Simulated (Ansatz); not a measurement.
# doublet [AlSiH5O2]+ at 6 levels

Aim: a comparison of 6 runs (UHF/3-21G, U-revPBE/cc-pVDZ, U-wB97M-V/cc-pVDZ, UB2PLYP/cc-pVDZ, RPA@PBE0/cc-pVDZ, UCCSD/cc-pVDZ) of doublet [AlSiH5O2]+. 

The calculation is run with Ansatz 0.2.0.

75 further runs of the same task are left out: 75 set aside as unsound or not needed. Runs told in other sessions of the task aren't counted.

**1. The structure to begin with**

The species is [AlSiH5O2]+ (9 atoms), meant as a doublet with charge +1. SMILES of the parent species: `O[SiH2][O][AlH2]`. The shape is that of a PBE0-D4/def2-TZVP optimisation. This is one conformer, not always the lowest. That shape belongs to the parent species and isn't relaxed for this state.

Bond lengths: O1–Si2 1.642 Å, Si2–O3 1.619 Å, O3–Al4 1.683 Å, O1–H5 0.958 Å, Si2–H6 1.480 Å, Si2–H7 1.487 Å, Al4–H8 1.580 Å, Al4–H9 1.579 Å. Some angles: O1–Si2–O3 112.5°, Si2–O3–Al4 173.6°, O1–Si2–H6 104.7°, O1–Si2–H7 110.2°, O3–Si2–H6 110.1°, O3–Si2–H7 107.6°, Si2–O1–H5 117.9°, O3–Al4–H8 117.8°, O3–Al4–H9 118.1°, H6–Si2–H7 111.8°.

**2. The energy at UHF/3-21G (run 1)**

in.yaml

```yaml
crystal:
  periodic: [false, false, false]
  atoms:
    - {symbol: O, position_ang: [-0.795100, 1.829400, -0.898200]}
    - {symbol: Si, position_ang: [0.173000, 1.196700, 0.266900]}
    - {symbol: O, position_ang: [0.250800, -0.418900, 0.197700]}
    - {symbol: Al, position_ang: [0.325700, -2.080500, -0.060600]}
    - {symbol: H, position_ang: [-1.740800, 1.705800, -0.810900]}
    - {symbol: H, position_ang: [1.506100, 1.782800, 0.005000]}
    - {symbol: H, position_ang: [-0.337300, 1.564900, 1.614200]}
    - {symbol: H, position_ang: [-0.959500, -2.795700, -0.636800]}
    - {symbol: H, position_ang: [1.665600, -2.830600, 0.305400]}
basis:
  gaussian:
    orbitals: 3-21G.json
total_charge: 1
magnetization:
  spin_polarized: true
  initial_magnetization: 1
hamiltonian:
  xc: hf
accuracy: high
output: {orbitals: {seedname: orbitals}}
```

The basis set 3-21G is read from a file made from the Basis Set Exchange's data (not shown).

Run with:

```sh
$ ansatz run in.yaml --threads 1 --pin off --max-ram 3480MiB --events-out events.jsonl --progress --plain --runs-dir runs
```

What it wrote:

```text
Warning: RAYON_NUM_THREADS=1 ignored (pool sized by the plan → 1); use --threads N
Functional definition: HF
  name "HF"
  exchange = exact_x
  correlation = 0
1217 factors; integrals over basis functions are off by at most 6.0e-9 eV
mean field evaluation 1: about -18481.6220 eV, gradient 4.9e1 eV
mean field evaluation 2: about -18481.9108 eV, gradient 5.0e1 eV
mean field evaluation 4: about -18490.9860 eV, gradient 4.7e0 eV
mean field evaluation 8: about -18491.2800 eV, gradient 1.1e0 eV
mean field evaluation 16: about -18491.3104 eV, gradient 2.6e-1 eV
mean field evaluation 32: about -18491.7647 eV, gradient 1.8e-8 eV
mean field evaluation 64: about -18491.6330 eV, gradient 3.6e-1 eV
mean field evaluation 96: about -18490.6410 eV, gradient 8.1e-1 eV
mean field evaluation 128: about -18485.0724 eV, gradient 3.3e1 eV
mean field evaluation 160: about -18491.6240 eV, gradient 3.6e-1 eV
mean field evaluation 192: about -18491.2168 eV, gradient 9.4e-1 eV
mean field evaluation 224: about -18491.3240 eV, gradient 2.9e-1 eV
mean field -18491.76468949 eV, -679.5598181705 hartree, gradient 1.8e-8 eV, S^2 0.766062; 2 other end points of the search recorded, 0 dependent functions left out
reference -18491.76468949 eV, -679.5598181705 hartree; 24, 23 occupied and 30, 31 virtual orbitals, 1217 factors
Total energy: -18491.76468949 eV, -679.5598181705 hartree
```

Wall time 4.2 s (1 thread of Arm Neoverse V2, shared host); peak memory 0.19 GiB.

**3. The energy at U-revPBE/cc-pVDZ (run 2)**

job.yaml

```yaml
crystal:
  periodic: [false, false, false]
  atoms:
    - {symbol: O, position_ang: [-0.795100, 1.829400, -0.898200]}
    - {symbol: Si, position_ang: [0.173000, 1.196700, 0.266900]}
    - {symbol: O, position_ang: [0.250800, -0.418900, 0.197700]}
    - {symbol: Al, position_ang: [0.325700, -2.080500, -0.060600]}
    - {symbol: H, position_ang: [-1.740800, 1.705800, -0.810900]}
    - {symbol: H, position_ang: [1.506100, 1.782800, 0.005000]}
    - {symbol: H, position_ang: [-0.337300, 1.564900, 1.614200]}
    - {symbol: H, position_ang: [-0.959500, -2.795700, -0.636800]}
    - {symbol: H, position_ang: [1.665600, -2.830600, 0.305400]}
basis:
  gaussian:
    orbitals: cc-pVDZ
total_charge: 1
magnetization:
  spin_polarized: true
  initial_magnetization: 1
hamiltonian:
  xc: {name: revPBE}
accuracy: high
output: {orbitals: {seedname: orbitals}}
```

Run with:

```sh
$ ansatz run job.yaml --threads 1 --pin off --max-ram 3480MiB --events-out events.jsonl --progress --plain --runs-dir runs
```

What it wrote:

```text
Warning: RAYON_NUM_THREADS=1 ignored (pool sized by the plan → 1); use --threads N
Functional definition: revPBE
  name "revPBE"
  parameter kappa = 1.245
  parameter beta = 0.06672455060314922
  exchange = pbe_x(kappa = kappa, mu = beta*pi^2/3)
  correlation = pbe_c(beta = beta)
2016 factors; integrals over basis functions are off by at most 3.9e-9 eV
mean field evaluation 1: about -18613.8396 eV, gradient 8.0e1 eV
mean field evaluation 2: about -18268.4548 eV, gradient 2.0e2 eV
mean field evaluation 4: about -18627.3400 eV, gradient 4.5e1 eV
mean field evaluation 8: about -18638.5083 eV, gradient 3.2e0 eV
mean field evaluation 16: about -18638.6261 eV, gradient 8.7e-3 eV
mean field evaluation 32: about -18635.7005 eV, gradient 1.7e1 eV
mean field -18638.62611722 eV, -684.9568760934 hartree, gradient 3.8e-8 eV, S^2 0.753213; 5 other end points of the search recorded, 0 dependent functions left out
reference -18638.62612283 eV, -684.9568762995 hartree; 24, 23 occupied and 65, 66 virtual orbitals, 2016 factors
Total energy: -18638.62612283 eV, -684.9568762995 hartree
```

Wall time 29 s (1 thread of Arm Neoverse V2, shared host); peak memory 0.32 GiB.

Runs 3 to 5 aren't shown in full; the table further down has their settings and results.

**4. The energy at UCCSD/cc-pVDZ (run 6)**

Edit in.yaml of step 2 so:

```diff
@@ -1 +1,3 @@
+basis:
+  gaussian: {orbitals: cc-pVDZ}
 crystal:
@@ -12,12 +14,6 @@
     - {symbol: H, position_ang: [1.665600, -2.830600, 0.305400]}
-basis:
-  gaussian:
-    orbitals: 3-21G.json
 total_charge: 1
-magnetization:
-  spin_polarized: true
-  initial_magnetization: 1
-hamiltonian:
-  xc: hf
+magnetization: {spin_polarized: true, initial_magnetization: 1}
+correlation: {method: ccsd, frozen_orbitals: {Al: 5, H: 0, O: 1, Si: 5}}
 accuracy: high
-output: {orbitals: {seedname: orbitals}}
+scf: {omitted_lower_state_checks: [cluster_reference, increment]}
```

Run with:

```sh
$ ansatz run in.yaml --threads 1 --pin off --max-ram 3480MiB --events-out events.jsonl --progress --plain --runs-dir runs
```

What it wrote:

```text
Warning: RAYON_NUM_THREADS=1 ignored (pool sized by the plan → 1); use --threads N
[... 14 lines left out ...]
12 core orbitals not correlated: weight in the atoms' cores, before any rotation towards them, 1.000 or more for the frozen orbitals, at most 0.000 for the correlated occupied ones
[... 48 lines left out ...]
Total energy: -18606.98025677 eV, -683.7939121720 hartree
Checks for a lower state left out: cluster_reference, increment
```

It took 1.7 min on 1 thread of Arm Neoverse V2, shared host; peak memory 0.91 GiB.

**5. Overview of the runs**

```tsv
run	level	frozen core orbitals	energy (Eh)	HOMO energy (eV)	LUMO energy (eV)	⟨S²⟩	wall time
1	UHF/3-21G	–	-679.559818	-16.90	-7.83	0.766	4.2 s
2	U-revPBE/cc-pVDZ	–	-684.956876	-12.51	-12.25	0.753	29 s
3	U-wB97M-V/cc-pVDZ	–	-685.008134	-15.22	-10.75	0.761	4.8 min
4	UB2PLYP/cc-pVDZ	12	-684.727265	-14.33	-11.39	0.776	41 s
5	RPA@PBE0/cc-pVDZ	12	-684.005181	–	–	0.760	37 s
6	UCCSD/cc-pVDZ	12	-683.793912	–	–	0.769	1.7 min
```

**6. Outcome**

```
                                           quantity          value
                                run 6: total energy  -683.79391 Eh
run 6: correlation energy (12 core orbitals frozen)     -553.7 mEh
           run 6: ⟨S²⟩ of the reference determinant          0.769
                               run 6: T1 diagnostic          0.081
```

What this shows: Totals of different functionals can't be ranked against each other. All runs together took 8.4 min, the longest 4.8 min.
